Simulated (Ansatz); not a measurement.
# F3PSi: the cost of one run

Computed with Ansatz 0.2.0 (the levels named in each step, unless a step's input says otherwise).

## 1. The structure to begin with

Bond lengths: F1–Si2 1.592 Å, Si2–F3 1.592 Å, Si2–F4 1.592 Å, Si2–P5 2.184 Å. Angles: F1–Si2–F3 102.7°, F1–Si2–F4 102.7°, F1–Si2–P5 115.6°, F3–Si2–F4 102.7°, F3–Si2–P5 115.6°, F4–Si2–P5 115.6°.

Structure file:

```xyz
5

F    -1.0212    1.3677   -0.1295
Si   -0.2440   -0.0159   -0.0077
F    -0.9304   -0.6914    1.2595
F    -0.8411   -0.8590   -1.2185
P     1.9342    0.1264    0.0611
```

## 2. A rough first relaxation, PBE-D4/def2-SVP

This run stands in another session on the same molecule. It ended at:

```xyz
5

F    -1.0030    1.4396   -0.1336
Si   -0.3083   -0.0202   -0.0098
F    -0.9079   -0.7209    1.3238
F    -0.8142   -0.8969   -1.2764
P     1.9308    0.1262    0.0610
```

## 3. Relaxation, PBE0-D4/def2-TZVPP

This run stands in another session on the same molecule. It ended at:

```xyz
5

F    -0.9888    1.4023   -0.1306
Si   -0.3167   -0.0207   -0.0100
F    -0.8960   -0.7034    1.2898
F    -0.8047   -0.8749   -1.2444
P     1.9037    0.1244    0.0602
```

## 4. Frequencies, PBE0-D4/def2-TZVPP

Input file input.yaml:

```yaml
crystal:
  periodic: [false, false, false]
  atoms:
    - { symbol: F, position_ang: [-0.9887724, 1.40229996, -0.13055581] }
    - { symbol: Si, position_ang: [-0.316733, -0.02074547, -0.01003241] }
    - { symbol: F, position_ang: [-0.89601893, -0.70336736, 1.2898455] }
    - { symbol: F, position_ang: [-0.80469065, -0.87486899, -1.24437337] }
    - { symbol: P, position_ang: [1.90373498, 0.12442185, 0.06016609] }
magnetization:
  spin_polarized: true
  initial_magnetization: 2
basis:
  gaussian: { orbitals: def2-TZVPP }
hamiltonian:
  xc: pbe0
  dispersion: d4
phonons: {}
```

Command:

```sh
ansatz run input.yaml --threads 4 --pin off --max-ram 10240MiB --backend cpu --events-out ev --progress --plain --runs-dir out
```

What time and memory should one allow on 4 threads of Arm Neoverse V2, shared host?

About 34 s, with a peak of 0.52 GiB.
